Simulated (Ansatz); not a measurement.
What does this script print? It uses Ansatz 0.2.0, Python API.

The script, `energy_c3h6osi.py`:
```python
"""Electronic structure of the C3H6OSi molecule."""

from pathlib import Path

import ansatz as az
import numpy as np


def main() -> None:
    geometry_ang = [
        ("Si", (-1.68, -1.0948, -0.1192)),
        ("O", (-0.2692, -0.5804, 0.5059)),
        ("C", (0.2786, 0.5281, -0.0746)),
        ("C", (1.1019, 1.3862, 0.6764)),
        ("C", (1.7043, 0.7177, -0.4144)),
        ("H", (-2.7361, 0.0456, 0.0322)),
        ("H", (-1.5527, -1.3684, -1.5705)),
        ("H", (-2.1706, -2.2455, 0.5716)),
        ("H", (1.1053, 1.3159, 1.7961)),
        ("H", (1.9098, 1.3119, -1.2557)),
        ("H", (2.3742, -0.0734, -0.1273)),
    ]
    system = az.Crystal.molecule()
    for symbol, xyz in geometry_ang:
        system = system.atom(symbol, xyz)

    job = system.calculation()
    job = job.basis(gaussian="6-31G*").correlation("mp2")
    job = job.forces().orbitals()
    result = job.run(runs_dir="runs")
    report = result.report

    print(f"E = {report['free_energy_ev']:.6f} eV = {report['free_energy_ev'] / 27.211386246:.7f} Ha")
    print("converged:", report["converged"], " doubts:", report["published_state_doubts"] or "none")

    print("correlation energy", round(report["free_energy_ev"] - report["reference_energy_ev"], 5), "eV")
    cluster = report["correlation"].get("coupled_cluster")
    if cluster:
        print("cycles", cluster["cycles"], " T1 diagnostic", round(cluster["t1_diagnostic"], 4), " largest double", round(cluster["largest_double"], 4))

    state = report["mean_field"]["state"]
    print(f"mean field: {state['energy']['hartree']:.7f} Ha, <S^2> = {abs(state['spin_squared']):.4f}, stability: {state.get('stability', {}).get('kind')}")

    symbols = [site.symbol for site in system.cartesian_sites]
    print("forces (eV/A)")
    for symbol, f in zip(symbols, report["forces_ev_ang"]):
        print(f"  {symbol:2s} {f[0]:9.4f} {f[1]:9.4f} {f[2]:9.4f}")

    charges = report["charge_distribution"]
    print("dipole moment", round(4.803205 * float(np.linalg.norm(charges["dipole_moment_e_ang"])), 3), "D")
    print("Mulliken:", [(s, round(q, 3)) for s, q in zip(symbols, charges["mulliken_charges_e"])])

    lines = Path(report["orbitals_path"]).read_text().splitlines()
    field_of = lambda key: [line.split("=")[1].strip() for line in lines if line.startswith(key)]
    orbitals = [(27.211386 * float(e), s, float(n)) for e, s, n in zip(field_of("Ene="), field_of("Spin="), field_of("Occup="))]
    homo = max(e for e, _, n in orbitals if n > 0.5)
    lumo = min(e for e, _, n in orbitals if n < 0.5)
    print(f"HOMO {homo:.3f} eV, LUMO {lumo:.3f} eV, gap {lumo - homo:.3f} eV")


if __name__ == "__main__":
    main()
```

Output of `python energy_c3h6osi.py`:
```text
E = -13098.656151 eV = -481.3667349 Ha
converged: True  doubts: none
correlation energy -17.82518 eV
mean field: -480.7116717 Ha, <S^2> = 0.0000, stability: minimum
forces (eV/A)
  Si   -2.6073    1.4330   -1.4384
  O     0.4213   -0.1679    0.4508
  C     2.2009    1.8537    2.7960
  C    -4.1538   -0.3279    2.4100
  C     1.2458   -1.0700   -1.5072
  H     0.7671   -0.9324   -0.1045
  H     0.0689   -0.1044   -0.0430
  H    -0.0968   -0.9324    0.6549
  H     0.5097    0.4447   -1.2829
  H     0.7229    0.2440   -1.5225
  H     0.9213   -0.4405   -0.4132
dipole moment 0.795 D
Mulliken: [('Si', 0.679), ('O', -0.585), ('C', 0.246), ('C', -0.185), ('C', -0.363), ('H', -0.133), ('H', -0.118), ('H', -0.103), ('H', 0.187), ('H', 0.197), ('H', 0.176)]
HOMO -8.937 eV, LUMO 1.887 eV, gap 10.824 eV
```

What to keep in mind:
- Total energies depend on the basis set; only differences at equal settings carry meaning.
- The geometry is a force-field or estimated start, not a minimum of this method, and the basis set is short of its limit.
- Levels such as HOMO and LUMO are orbital energies: in Hartree-Fock the gap is too wide and the LUMO hangs on the basis.
- Inner cores stay frozen, so this is valence correlation.
- S² is that of the Hartree-Fock reference.
- It ran for 4.5 s on 1 thread of Arm Neoverse V1, on a shared host, peak memory 0.25 GiB.

(Lines on the test bed's own set-up are left out of the output.)
